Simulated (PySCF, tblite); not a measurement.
# C₄H₇NOSi: geometry, infrared bands and NMR shifts

Wanted: the infrared bands and NMR shifts of C₄H₇NOSi (`C#C/C=N\[SiH2]OC`), by calculation.

The runs use tblite 0.8.0 and PySCF 2.14.0, with density-fitted response routines of our own; the level of theory stands in each step. All values are computed, except where a source is named. Atoms are numbered from 0 throughout.

## 1. Starting geometry

14 atoms, charge 0, multiplicity 1; geometry from: force field or distance geometry start.

Bonds of the start (Å): C0–C1 1.19, C1–C2 1.46, C2–N3 1.28, N3–Si4 1.72, Si4–O5 1.65, O5–C6 1.42, C0–H7 1.07, C2–H8 1.10, Si4–H9 1.48, Si4–H10 1.49, C6–H11 1.09, C6–H12 1.10, C6–H13 1.10.

## 2. Optimising the geometry with GFN2-xTB

Job settings and geometry (Å):

```
{"job": {"kind": "relax", "xc": "GFN2-xTB", "basis": "xTB"}, "charge": 0, "multiplicity": 1}
C     -3.449200     0.375000     0.315200
C     -2.538800    -0.381400     0.390000
C     -1.435900    -1.329500     0.500400
N     -0.226900    -0.934300     0.645900
Si     0.284100     0.697600     0.790100
O      1.907900     0.685800     1.097600
C      2.771800     0.006000     0.199300
H     -4.269500     1.061800     0.248100
H     -1.693900    -2.398900     0.428700
H     -0.444300     1.360500     1.894200
H      0.032600     1.379100    -0.509400
H      2.681800     0.394700    -0.814300
H      2.573200    -1.074500     0.219200
H      3.806500     0.157500     0.533000
```

On the command line:

```bash
OMP_NUM_THREADS=1 python probes_run.py task.json out
```

The driver reads the jobs from task.json and runs them one after another.

**Question.** This job is followed by: GFN2-xTB harmonic vibrations, gas phase; GIAO PBE0/pcSseg-1 NMR shielding, non-relativistic, gas phase. What will the session give for the following? strongest single infrared mode (GFN2-xTB); zero-point energy (GFN2-xTB); 13C shifts against TMS (PBE0/pcSseg-1); 1H shifts against TMS (PBE0/pcSseg-1, means over atoms taken as alike); 15N shifts against NH3 (PBE0/pcSseg-1); 29Si shifts against TMS (PBE0/pcSseg-1); 17O shifts against H2O (PBE0/pcSseg-1).

As calculated:

| quantity | value |
| --- | --- |
| strongest single infrared mode (GFN2-xTB) | 820 cm⁻¹, 383 km/mol |
| zero-point energy (GFN2-xTB) | 60.6 kcal/mol |
| 13C shifts against TMS (PBE0/pcSseg-1) | 156.7, 89.2, 82.6, 53.1 ppm |
| 1H shifts against TMS (PBE0/pcSseg-1, means over atoms taken as alike) | 8.33, 5.24, 4.00, 2.87 ppm |
| 15N shifts against NH3 (PBE0/pcSseg-1) | 430.7 ppm |
| 29Si shifts against TMS (PBE0/pcSseg-1) | -41.2 ppm |
| 17O shifts against H2O (PBE0/pcSseg-1) | 14.0 ppm |

**Reading.** Over 193 steps the energy fell by 0.281 eV; of the close pairs, C1–C2 changed most, 1.459 to 1.418 Å. No mode is imaginary among the 36: a minimum at this level. The strongest single mode, at 820 cm⁻¹, has its largest shares on Si4, H9 and O5 (the list is cut at 3 atoms). Unscaled tight-binding wavenumbers are off by several per cent, some by more. Its intensities can rank the bands wrongly. At PBE0/pcSseg-1: Shielding is most anisotropic at N3 (span 817 ppm, paramagnetic term -495 ppm).
